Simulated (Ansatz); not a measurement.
# Cu, space group P6_3/mmc: an all-electron equation of state

Computed with the Ansatz DFT code, driven from Python.

Notebook, run cell by cell (the value of a cell's last expression is shown):

```python
import warnings

import ansatz
from ase.eos import EquationOfState
from ase.units import GPa
import numpy as np
```

```python
VECTORS = np.array([
    [2.534097, 0.0, 0.0],
    [-1.267048, 2.194592, 0.0],
    [0.0, 0.0, 4.112571],
])
SITES = [
    ("Cu", (1 / 3, 2 / 3, 0.25)),
    ("Cu", (2 / 3, 1 / 3, 0.75)),
]
```

```python
def build(cell):
    crystal = ansatz.Crystal(lattice=ansatz.Lattice.of(cell))
    for symbol, position in SITES:
        crystal = crystal.atom(symbol, position)
    return crystal
```

```python
warnings.simplefilter("ignore", ansatz.DeckWarning)
```

```python
volumes, energies = [], []
for scale in np.linspace(0.94, 1.06, 7):
    cell = VECTORS * scale ** (1 / 3)
    calculation = (
        build(cell).calculation()
        .functional("PBEsol")
        .occupations("fermi_dirac", width=0.05)  # the run then minimises F = E - TS
        .kpoints(13, 13, 7)  # sampling of the Brillouin zone
        .pseudopotentials("all_electron", lapw=True)
    )
    report = calculation.run().report
    volumes.append(abs(np.linalg.det(cell)) / len(SITES))
    energies.append(report["free_energy_ev"] / len(SITES))
    print(f"{scale:.3f} {volumes[-1]:9.4f} A^3/atom {energies[-1]:16.5f} eV/atom  (estimated basis error {1000 * report['lapw_basis_errors']['total_ev_per_atom']:.2f} meV/atom)")
v0, e0, bulk = EquationOfState(volumes, energies, eos="birchmurnaghan").fit()
print(f"V0 = {v0:.4f} A^3/atom, B0 = {bulk / GPa:.1f} GPa")
```

    0.940   10.7495 A^3/atom     -44997.87925 eV/atom  (estimated basis error 0.05 meV/atom)
    0.960   10.9782 A^3/atom     -44997.89005 eV/atom  (estimated basis error 0.05 meV/atom)
    0.980   11.2069 A^3/atom     -44997.89504 eV/atom  (estimated basis error 0.05 meV/atom)
    1.000   11.4356 A^3/atom     -44997.89489 eV/atom  (estimated basis error 0.05 meV/atom)
    1.020   11.6644 A^3/atom     -44997.89018 eV/atom  (estimated basis error 0.04 meV/atom)
    1.040   11.8931 A^3/atom     -44997.88145 eV/atom  (estimated basis error 0.04 meV/atom)
    1.060   12.1218 A^3/atom     -44997.86915 eV/atom  (estimated basis error 0.04 meV/atom)
    V0 = 11.3133 A^3/atom, B0 = 168.2 GPa

A third-order Birch-Murnaghan fit through the 7 points has its minimum at 11.31 Å³ an atom, 1.1 % below the typed cell, with a bulk modulus of 168 GPa and dB/dP = 5.0. From that minimum the energy rises by 16.3 meV an atom on the compressed side and 26.4 meV on the expanded side.

What to keep in mind:
- All-electron totals depend on functional, relativistic treatment and basis; only differences at equal settings carry meaning.
- Shape and fractional positions are held along the curve, so the bulk modulus is an upper value where they are free to relax.
- For a metal this k-point mesh is coarse: on a finer one energies can move by several to tens of meV an atom and pressures by half a GPa or more, differences at one mesh by less.
- This isn't the structure that Cu takes at ambient conditions.
- Run time: 2.3 min on 1 thread of Arm Neoverse V2, on a shared host, peak memory 0.51 GiB.
